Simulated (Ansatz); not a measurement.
# InH₂F: an energy map over bond length In2–H3 and bond length In2–H4

How does the energy of FH2In, SMILES [F][InH2] change over two coordinates at once? A grid of runs gives the map.

The runs use Ansatz 0.2.0; RHF-MP2, frozen core/def2-TZVP.

## 1. The starting structure

4 atoms, charge 0, spin multiplicity 1.

Atoms are counted from 1 here; the program's logs count them from 0.

Bond lengths: F1–In2 1.990 Å, In2–H3 1.726 Å, In2–H4 1.727 Å. Angles: F1–In2–H3 110.6°, F1–In2–H4 110.6°, H3–In2–H4 138.9°.

Geometry (Å):

```xyz
4
charge 0, multiplicity 1
F    -1.65850   -0.63951    0.19195
In    0.19485    0.05205   -0.02654
H     1.32451   -0.97588    0.77753
H     0.19475    1.50314   -0.96324
```

## 3. The grid

First coordinate, bond length In2–H3: 15 values from 1.451 to 2.362 Å. Second coordinate, bond length In2–H4: 15 values from 1.384 to 2.531 Å.

Nothing else is relaxed (all other coordinates rigid). Energies count from the relaxed molecule at the same level. Points are written as (first, second).

(The set-up runs are not shown.)

## 4. Grid point (2.102 Å, 2.531 Å)

input.yaml reads:

```yaml
crystal:
  periodic: [false, false, false]
  atoms:
    - { symbol: F, position_ang: [-1.628321, -0.628083, 0.188192] }
    - { symbol: In, position_ang: [0.195164, 0.052615, -0.026408] }
    - { symbol: H, position_ang: [1.567842, -1.201996, 0.953444] }
    - { symbol: H, position_ang: [0.19002, 2.178356, -1.400148] }
basis:
  gaussian: { orbitals: def2-TZVP }
hamiltonian:
  xc: hf
output:
  forces: true
correlation:
  method: mp2
```

Command:

```bash
> ansatz run input.yaml --threads 1 --pin off --max-ram 2560MiB --backend cpu --events-out ev --progress --plain --runs-dir out
```

Further runs follow: the other points that were computed.

Q: Predict the outcome of this session. Wanted: lowest point; highest computed point; largest force on an atom.

**Answer**, as computed:

| quantity | value |
| --- | --- |
| lowest point | (1.711 Å, 1.711 Å), 0.008 eV |
| highest computed point | (2.362 Å, 2.531 Å), 3.37 eV above the lowest |
| largest force on an atom (eV/Å) | 0.3 at (1.711 Å, 1.711 Å) to 10.4 at (2.297 Å, 1.384 Å); 0.3 at the lowest point |
| time for the whole task | 10 min on 1 thread, shared host |

**Reading.** The lowest computed point is at (1.711 Å, 1.711 Å), 0.008 eV from the relaxed molecule at the same level. No other kind of well shows on this grid. The highest computed point, (2.362 Å, 2.531 Å), lies 3.37 eV above the lowest. Round the minimum the two coordinates are nearly uncoupled. In part of the range the restricted solution is unstable, so energies in the stretched regions are not reliable (too high at mean-field level, often too low with perturbative triples).
